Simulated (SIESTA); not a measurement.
Mg5Te:

```
Te Mg
1.0
     2.78886    1.61015    5.28499
    -2.78886    1.61015    5.28499
     0.00000   -3.22030    5.28499
Te Mg
1 5
Direct
  0.50000 0.50000 0.50000
  0.82981 0.82981 0.82981
  0.17019 0.17019 0.17019
  0.00000 0.66845 0.33155
  0.33155 0.00000 0.66845
  0.66845 0.33155 0.00000
```

The cell comes from a database or a generator and needn't be the stable form of this composition.

Base run:

```yaml
Program: SIESTA 5.4.2
Functional: PBEsol
Potentials_or_basis: PseudoDojo 0.4 standard (PBEsol files)
Basis: DZP (energy shift 0.003 Ry; two zetas on semicore shells)
Grid_cutoff: 800 Ry
Energy_shift: 0.003 Ry
k_mesh: 6 × 6 × 6
Occupations: fermi-dirac, width 0.05 eV
Spin: no spin polarisation
```

Its results: band gap on the k mesh none (metal or under the smearing width); pressure 0.4 GPa; largest force 0.009 eV/Å.

Problem. The run is repeated on the same cell with these changes: functional from PBEsol to LDA; potentials or basis from PseudoDojo 0.4 standard (PBEsol files) to PseudoDojo 0.4 standard (LDA files). What comes out?

Solution. Band gap on the k mesh none (metal or under the smearing width); pressure -0.8 GPa; largest force 0.012 eV/Å.

Caveats: spin-orbit coupling is left out, which moves the levels of the heavy elements; the basis of atomic orbitals isn't converged, which shifts pressures, moduli and gaps.
